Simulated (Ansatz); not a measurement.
# CH5ClNSTa: the cost of one run

Program: Ansatz 0.2.0, Gaussian basis. Level of theory: the settings change from run to run. These are calculated values, not measurements.

### Step 1. The relaxed structure

The structure was relaxed beforehand with PBE0-D4 in a triple-zeta def2 set. Ta takes a core potential in def2 sets; no spin-orbit term is included.

SMILES `[CH3][Ta]([NH2])(=[S])[Cl]`, 10 atoms, charge 0, spin multiplicity 1.

Atoms are counted from 1 here; the program's logs count them from 0.

Bond lengths: C1–Ta2 2.142 Å, C1–H6 1.097 Å, C1–H7 1.093 Å, C1–H8 1.096 Å, Ta2–N3 1.950 Å, Ta2–S4 2.154 Å, Ta2–Cl5 2.304 Å, N3–H9 1.013 Å, N3–H10 1.009 Å. Angles: Ta2–C1–H6 110.1°, Ta2–C1–H7 112.6°, Ta2–C1–H8 109.2°, H6–C1–H7 108.6°, H6–C1–H8 108.4°, H7–C1–H8 107.9°, C1–Ta2–N3 105.4°, C1–Ta2–S4 105.6°, C1–Ta2–Cl5 107.7°, N3–Ta2–S4 107.3°, N3–Ta2–Cl5 114.7°, S4–Ta2–Cl5 115.4°, Ta2–N3–H9 123.0°, Ta2–N3–H10 126.4°, H9–N3–H10 110.5°.

### Step 2. B2PLYP/def2-TZVP

This run has coordinates scaled by 0.96, high accuracy.

in.yaml reads:

```yaml
crystal:
  periodic: [false, false, false]
  atoms:
    - {symbol: C, position_ang: [-1.372082, -0.585910, -0.016019]}
    - {symbol: Ta, position_ang: [0.335225, 0.429593, -0.549172]}
    - {symbol: N, position_ang: [1.530767, 0.171100, 0.868537]}
    - {symbol: S, position_ang: [1.094281, -0.581945, -2.184604]}
    - {symbol: Cl, position_ang: [-0.223987, 2.538774, -0.913012]}
    - {symbol: H, position_ang: [-1.778737, -0.172585, 0.863022]}
    - {symbol: H, position_ang: [-1.198856, -1.607909, 0.143752]}
    - {symbol: H, position_ang: [-2.083341, -0.494485, -0.786102]}
    - {symbol: H, position_ang: [1.432760, 0.609747, 1.730494]}
    - {symbol: H, position_ang: [2.343938, -0.355530, 0.845985]}
basis:
  gaussian: {orbitals: def2-TZVP}
hamiltonian: {xc: {name: B2PLYP}}
accuracy: high
```

Command:

```sh
> ansatz run in.yaml --threads 2 --pin off --events-out ev --progress --plain --max-ram 32768MiB --backend cpu
```

Q: Estimate wall time and peak memory on 2 threads of AMD EPYC 7R13, shared host.

About 68 s, with a peak of 1.3 GiB.
